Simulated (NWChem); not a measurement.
# TPSSh/6-31G run of TiO2 (SMILES [O]=[Ti]=[O]), part 2 of 2

NWChem 7.3.0. Earlier steps stand in the parts before.

### Step 3. The doublet cation, same level

Contents of o2ti.nw:

```
start o2ti
title "O2Ti energy"
memory 2200 mb
charge 1

geometry noautosym nocenter noautoz
  O     0.921000    0.928800    0.444600
  Ti    0.135000   -0.492000    0.331600
  O    -1.056100   -0.436800   -0.776200
end

basis spherical bse
  * library 6-31G
end

dft
  xc xctpssh
  mult 2
  grid fine
  convergence energy 1e-08
  iterations 100
  mulliken
  print low
end

task dft
```

Launch:

```sh
nwchem o2ti.nw > o2ti.out
```

The program printed:

```text
Northwest Computational Chemistry Package (NWChem) 7.3.0
             --------------------------------------------------------

           Job information
           ---------------

    nwchem branch   = 7.3.0
    use scalapack   = T
    input           = o2ti.nw
    prefix          = o2ti.
    data base       = ./o2ti.db
    status          = startup
    nproc           =        1

           Memory information
           ------------------

    heap     =     72089600 doubles =      550.0 Mbytes
    stack    =     72089597 doubles =      550.0 Mbytes
    global   =    144179200 doubles =     1100.0 Mbytes (distinct from heap & stack)
    total    =    288358397 doubles =     2200.0 Mbytes
    verify   = yes
    hardfail = no

           Directory information
           ---------------------

  0 permanent = .
  0 scratch   = .

                                NWChem Input Module
                                -------------------

                                    O2Ti energy
                                    -----------

 Scaling coordinates for geometry "geometry" by  1.889725989
 (inverse scale =  0.529177249)

                             Geometry "geometry" -> ""
                             -------------------------

 Output coordinates in angstroms (scale by  1.889725989 to convert to a.u.)

  No.       Tag          Charge          X              Y              Z
 ---- ---------------- ---------- -------------- -------------- --------------
    1 O                    8.0000     0.92100000     0.92880000     0.44460000
    2 Ti                  22.0000     0.13500000    -0.49200000     0.33160000
    3 O                    8.0000    -1.05610000    -0.43680000    -0.77620000

      Atomic Mass
      -----------

      O                 15.994910
      Ti                45.948000

 Effective nuclear repulsion energy (a.u.)     127.0099282098

            Nuclear Dipole moment (a.u.)
            ----------------------------
        X                 Y               Z
 ---------------- ---------------- ----------------
     3.5700703376   -13.0164326093     8.7728639294

            XYZ format geometry
            -------------------
     3
 geometry
 O                     0.92100000     0.92880000     0.44460000
 Ti                    0.13500000    -0.49200000     0.33160000
 O                    -1.05610000    -0.43680000    -0.77620000

 ==============================================================================
                                internuclear distances
 ------------------------------------------------------------------------------
       center one      |      center two      | atomic units |  angstroms
 ------------------------------------------------------------------------------
    2 Ti               |   1 O                |     3.07581  |     1.62765
    3 O                |   2 Ti               |     3.07566  |     1.62757
 ------------------------------------------------------------------------------
                         number of included internuclear distances:          2
 ==============================================================================

 ==============================================================================
                                 internuclear angles
 ------------------------------------------------------------------------------
        center 1       |       center 2       |       center 3       |  degrees
 ------------------------------------------------------------------------------
    1 O                |   2 Ti               |   3 O                |   111.78
 ------------------------------------------------------------------------------
                            number of included internuclear angles:          1
 ==============================================================================

 Summary of "ao basis" -> "" (spherical)
 ------------------------------------------------------------------------------
       Tag                 Description            Shells   Functions and Types
 ---------------- ------------------------------  ------  ---------------------
 *                           6-31G                    on all atoms

                                 NWChem DFT Module
                                 -----------------

                                    O2Ti energy

                      Basis "ao basis" -> "ao basis" (spherical)
                      -----
  [basis functions not shown]

 Summary of "ao basis" -> "ao basis" (spherical)
 ------------------------------------------------------------------------------
       Tag                 Description            Shells   Functions and Types
 ---------------- ------------------------------  ------  ---------------------
 O                           6-31G                   5        9   3s2p
 Ti                          6-31G                  11       27   5s4p2d

  Caching 1-el integrals
   Time after variat. SCF:      0.5

     ---------------------------------------------
      Total Density - Mulliken Population Analysis
     ---------------------------------------------

    Atom       Charge   Shell Charges
 -----------   ------   -------------------------------------------------------
    1 O    8     8.84   2.00  1.04  3.23  0.94  1.63
    2 Ti  22    19.32   2.00  2.00  6.00  2.02  6.05  0.02  0.04  0.03  0.01  0.58  0.57
    3 O    8     8.84   2.00  1.04  3.23  0.94  1.63

     --------------------------------------------
      Spin Density - Mulliken Population Analysis
     --------------------------------------------

    Atom       Charge   Shell Charges
 -----------   ------   -------------------------------------------------------
    1 O    8     0.49   0.00  0.00  0.32  0.00  0.17
    2 Ti  22     0.02   0.00 -0.00 -0.00  0.00  0.01  0.00  0.01 -0.00 -0.00  0.01 -0.00
    3 O    8     0.49   0.00  0.00  0.32  0.00  0.17
   Time prior to 1st pass:      0.5

           Memory utilization after 1st SCF pass:
           Heap Space remaining (MW):       37.32            37315112
          Stack Space remaining (MW):       72.09            72089076

   convergence    iter        energy       DeltaE   RMS-Dens  Diis-err    time
 ---------------- ----- ----------------- --------- --------- ---------  ------
 d= 0,ls=0.0,diis     1   -999.0771170804 -1.13D+03  5.54D-02  8.06D-01     1.5
                                                     4.70D-02  8.53D-01
 d= 0,ls=0.0,diis     2   -980.9184567668  1.82D+01  4.60D-02  3.37D+01     2.5
                                                     3.35D-02  3.22D+01
 d= 0,ls=0.0,diis     3   -998.4626874437 -1.75D+01  2.15D-03  3.31D+00     3.4
                                                     2.24D-03  3.15D+00
 d= 0,ls=0.0,diis     4   -998.3660503083  9.66D-02  4.03D-03  3.66D+00     4.4
                                                     5.30D-03  3.61D+00
 d= 0,ls=0.0,diis     5   -999.0732326588 -7.07D-01  7.58D-03  1.35D+00     5.4
                                                     8.26D-03  1.32D+00
 d= 0,ls=0.0,diis     6   -999.5240823043 -4.51D-01  2.10D-03  6.80D-03     6.4
                                                     3.33D-03  6.26D-03
  Resetting Diis
 d= 0,ls=0.0,diis     7   -999.5056270245  1.85D-02  1.54D-03  4.87D-02     7.3
                                                     2.48D-03  5.01D-02
 d= 0,ls=0.0,diis     8   -999.5276128305 -2.20D-02  2.99D-04  4.16D-05     8.3
                                                     3.50D-04  5.18D-05
 d= 0,ls=0.0,diis     9   -999.5277853347 -1.73D-04  3.38D-04  3.85D-05     9.3
                                                     1.11D-04  4.22D-06
 d= 0,ls=0.0,diis    10   -999.5277467873  3.85D-05  7.24D-05  1.87D-04    10.3
                                                     3.06D-04  2.97D-04
 d= 0,ls=0.0,diis    11   -999.5278646306 -1.18D-04  3.13D-05  1.23D-06    11.2
                                                     3.21D-05  8.24D-07
 d= 0,ls=0.0,diis    12   -999.5278648755 -2.45D-07  1.53D-05  1.82D-06    12.1
                                                     2.02D-05  1.83D-06
 d= 0,ls=0.0,diis    13   -999.5278655510 -6.75D-07  3.78D-06  3.30D-07    13.1
                                                     7.72D-06  3.92D-07
 d= 0,ls=0.0,diis    14   -999.5278657250 -1.74D-07  9.14D-07  7.61D-09    14.1
                                                     2.02D-06  1.02D-08
 d= 0,ls=0.0,diis    15   -999.5278657298 -4.80D-09  1.95D-07  1.27D-10    15.1
                                                     3.16D-07  1.28D-10

         Total DFT energy =     -999.527865729794
      One electron energy =    -1613.164176158305
           Coulomb energy =      545.600167355928
    Exchange-Corr. energy =      -58.973785137176
 Nuclear repulsion energy =      127.009928209759

 Numeric. integr. density =       36.999999883543

     Total iterative time =     14.6s

     ---------------------------------------------
      Total Density - Mulliken Population Analysis
     ---------------------------------------------

    Atom       Charge   Shell Charges
 -----------   ------   -------------------------------------------------------
    1 O    8     8.22   2.00  0.98  2.72  1.02  1.50
    2 Ti  22    20.56   2.00  2.00  6.00  2.01  6.01 -0.00  0.11  0.01  0.02  1.27  1.13
    3 O    8     8.22   2.00  0.98  2.72  1.02  1.50

     --------------------------------------------
      Spin Density - Mulliken Population Analysis
     --------------------------------------------

    Atom       Charge   Shell Charges
 -----------   ------   -------------------------------------------------------
    1 O    8     0.66   0.00  0.02  0.45 -0.01  0.20
    2 Ti  22    -0.32   0.00  0.00  0.00  0.00  0.01 -0.00 -0.01 -0.00 -0.00 -0.18 -0.13
    3 O    8     0.66   0.00  0.02  0.45 -0.01  0.20

     -------------------------------------------
      Total Density - Lowdin Population Analysis
     -------------------------------------------

    Atom       Charge   Shell Charges
 -----------   ------   -------------------------------------------------------
    1 O    8     7.99   2.00  0.94  2.60  0.79  1.67
    2 Ti  22    21.02   2.00  2.00  5.99  1.88  5.85  0.13  0.38  0.07  0.09  1.19  1.46
    3 O    8     7.99   2.00  0.94  2.60  0.79  1.67

     ------------------------------------------
      Spin Density - Lowdin Population Analysis
     ------------------------------------------

    Atom       Charge   Shell Charges
 -----------   ------   -------------------------------------------------------
    1 O    8     0.65   0.00  0.01  0.44 -0.00  0.20
    2 Ti  22    -0.29   0.00  0.00  0.00  0.00  0.01 -0.00 -0.00 -0.00 -0.00 -0.18 -0.12
    3 O    8     0.65   0.00  0.01  0.44 -0.00  0.20

     --------------------------
     Expectation value of S2:
     --------------------------
      <S2> =      0.7952 (Exact =     0.7500)

 Task  times  cpu:       15.1s     wall:       15.1s
 Total times  cpu:       15.1s     wall:       15.1s
```

Run time: 16 s. Hardware: 1 thread of Intel Xeon 6975P-C (Granite Rapids), shared host; peak memory 0.11 GiB.

### Step 4. Summary of results

The summary covers parts 1 to 2.

Level: TPSSh/6-31G.

| quantity | value |
| --- | --- |
| singlet TiO2: total energy | -999.87558 Eh |
| singlet TiO2: dipole moment | 6.71 D |
| doublet cation: total energy | -999.52787 Eh |
| doublet cation: ⟨S²⟩ | 0.795 |
| vertical ionisation energy (to the doublet cation) | 9.462 eV |

Removing an electron at fixed nuclei costs 9.46 eV (218 kcal/mol). Mulliken charges (singlet TiO2) run from -0.54 on O1 to +1.09 on Ti2. Mulliken charges (doublet cation) run from -0.22 on O1 to +1.44 on Ti2; they depend strongly on the basis.
